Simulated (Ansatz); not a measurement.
Task: a phonon calculation by linear response of TiB4Mo, space group P6/mmm, with the Python package of Ansatz (0.2.0). Give the script and its output. Settings: LDA, PAW, cutoff 550 eV, 12×12×6 k-points, Fermi-Dirac smearing of 0.1 eV.

Input file `POSCAR`:
```text
TiB4Mo
1.0
   3.05314389    0.00000000    0.00000000
  -1.52657194    2.64410017    0.00000000
   0.00000000    0.00000000    6.45059200
Ti B Mo
1 4 1
Direct
   0.00000000    0.00000000    0.50000000
   0.33333333    0.66666667    0.74380200
   0.33333333    0.66666667    0.25619800
   0.66666667    0.33333333    0.74380200
   0.66666667    0.33333333    0.25619800
   0.00000000    0.00000000    0.00000000
```

The script, `dfpt_tib4mo.py`:
```python
"""DFPT phonons of TiB4Mo."""

from pathlib import Path

import ansatz as az
from ase.io import read
import numpy as np


def main() -> None:
    atoms = read("POSCAR", format="vasp")
    system = az.Crystal.from_ase(atoms)

    setup = (
        system.calculation()
        .pseudopotentials("paw")
        .functional("LDA")
        .basis(550)
        .occupations(az.OccupationsMethod.FERMI_DIRAC, width=0.1)
        .kpoints(12, 12, 6)
        .phonons("dfpt")
    )
    res = setup.run(threads=1, backend="cpu", runs_dir="runs")
    ph = res.phonons

    print("Gamma modes (1/cm):", " ".join(f"{w:.1f}" for w in ph.gamma_omega_inv_cm))
    print("in meV:", " ".join(f"{w * 0.1239842:.2f}" for w in ph.gamma_omega_inv_cm))


if __name__ == "__main__":
    main()
```

```console
$ python dfpt_tib4mo.py
Gamma modes (1/cm): 0.0 0.0 0.0 178.3 178.3 221.5 388.3 388.3 441.2 441.2 441.5 534.1 534.7 542.2 812.9 812.9 826.0 826.0
in meV: 0.00 0.00 0.00 22.11 22.11 27.47 48.14 48.14 54.70 54.70 54.74 66.22 66.29 67.22 100.79 100.79 102.41 102.41
```

The run is spin-unpolarised. The cell isn't relaxed first, so the values belong to this volume. The structure comes from a database of computed cells and needn't be a stable or known phase. The structure is taken as given; imaginary modes can come from an unrelaxed or unstable start. Phonons of metals also depend on mesh and smearing. The whole script took 3.9 min on 1 thread of Arm Neoverse V2, with other jobs on the host, peak memory 1.9 GiB.
